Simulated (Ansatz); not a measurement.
# AlBClH3N2: a ladder of functionals and wavefunction methods

One table from this session's results is given with a row withheld; the runs are named, their logs left out.

Computed with Ansatz 0.2.0, Gaussian basis. Level: functionals in def2-TZVPP, the program's frozen cores in correlated methods.

Levels to be run: LDA (SPW92), PBE-D4, revPBE-D4, BLYP-D4, r2SCAN-D4, B97M-V, PBE0-D4, B3LYP-D4, r2SCANh-D4, r2SCAN0-D4, HSE06-D4, BHLYP-D4, CAM-B3LYP-D4, LC-ωPBE, ωB97X-V, ωB97M-V, B2PLYP, PBE-QIDH; CCSD(T)/def2-SVP; CCSD(T)/def2-TZVPP; MP2/def2-QZVPP; extrapolation to the limit; RPA on PBE.

## The geometry

All runs share one geometry, relaxed beforehand with PBE0-D4 in a triple-zeta def2 set.

SMILES `[NH2][Al]1[NH][B]1Cl`, 8 atoms, charge 0, spin multiplicity 1.

Atoms are counted from 1 here; the program's logs count them from 0.

Bond lengths: N1–Al2 1.759 Å, N1–H6 1.007 Å, N1–H7 1.007 Å, Al2–N3 1.814 Å, Al2–B4 1.982 Å, N3–B4 1.401 Å, N3–H8 1.014 Å, B4–Cl5 1.747 Å. Angles: Al2–N1–H6 125.0°, Al2–N1–H7 124.6°, H6–N1–H7 110.4°, N1–Al2–N3 133.8°, N1–Al2–B4 176.8°, N3–Al2–B4 43.0°, Al2–N3–B4 74.9°, Al2–N3–H8 158.3°, B4–N3–H8 126.8°, Al2–B4–N3 62.1°, Al2–B4–Cl5 166.7°, N3–B4–Cl5 131.3°.

The first run:

Contents of in.yaml:

```yaml
crystal:
  periodic: [false, false, false]
  atoms:
    - {symbol: N, position_ang: [-0.467299, 1.944361, 0.500845]}
    - {symbol: Al, position_ang: [0.125603, 0.292164, 0.389318]}
    - {symbol: N, position_ang: [-0.068847, -1.031152, -0.836091]}
    - {symbol: B, position_ang: [0.740707, -1.578489, 0.167470]}
    - {symbol: Cl, position_ang: [1.465884, -3.159281, 0.327700]}
    - {symbol: H, position_ang: [-1.051302, 2.395766, -0.184715]}
    - {symbol: H, position_ang: [-0.269500, 2.572886, 1.261699]}
    - {symbol: H, position_ang: [-0.383148, -1.493355, -1.682124]}
basis:
  gaussian: {orbitals: def2-TZVPP}
hamiltonian: {xc: lda}
output: {orbitals: {seedname: orbitals}}
```

Launch:

```bash
$ ansatz run in.yaml --threads 2 --pin off --events-out ev --progress --plain --max-ram 4352MiB
```

Among the steps run: LDA; PBE-D4 (GGA); revPBE-D4 (GGA); BLYP-D4 (GGA); r2SCAN-D4 (meta-GGA); B97M-V (meta-GGA); PBE0-D4 (hybrid); B3LYP-D4 (hybrid); r2SCANh-D4 (hybrid); r2SCAN0-D4 (hybrid); HSE06-D4 (hybrid); BHLYP-D4 (hybrid); CAM-B3LYP-D4 (range-separated); LC-ωPBE (range-separated); ωB97X-V (range-separated); ωB97M-V (range-separated); B2PLYP (double hybrid); PBE-QIDH (double hybrid).

One table of the session follows, with a row left open; its other results are not shown here.

```
  functional  HOMO (eV)  gap (eV)
 LDA (SPW92)      -5.47      3.81
      PBE-D4      -5.36      3.87
   revPBE-D4      -5.31      3.91
     BLYP-D4      -5.24      3.82
   r2SCAN-D4          ?         ?
      B97M-V      -5.58      4.26
     PBE0-D4      -6.41      5.71
    B3LYP-D4      -6.23      5.28
  r2SCANh-D4      -5.93      5.04
  r2SCAN0-D4      -6.52      6.02
    HSE06-D4      -6.01      4.94
    BHLYP-D4      -7.37      7.42
CAM-B3LYP-D4      -7.68      7.88
     LC-ωPBE      -8.92     10.29
     ωB97X-V      -8.63      9.84
     ωB97M-V      -8.44      9.35
```

Estimate the missing values for r2SCAN-D4.

Worked estimate for «HOMO (eV)». Against the share of exact exchange, r2SCANh-D4 (0.1, -5.93), r2SCAN0-D4 (0.25, -6.52) give a slope of -3.93 per unit share; at 0 the line stands at -5.54.

**Answer.** HOMO (eV): -5.54; gap (eV): 4.39. In «HOMO (eV)» the line misses by 0.00.
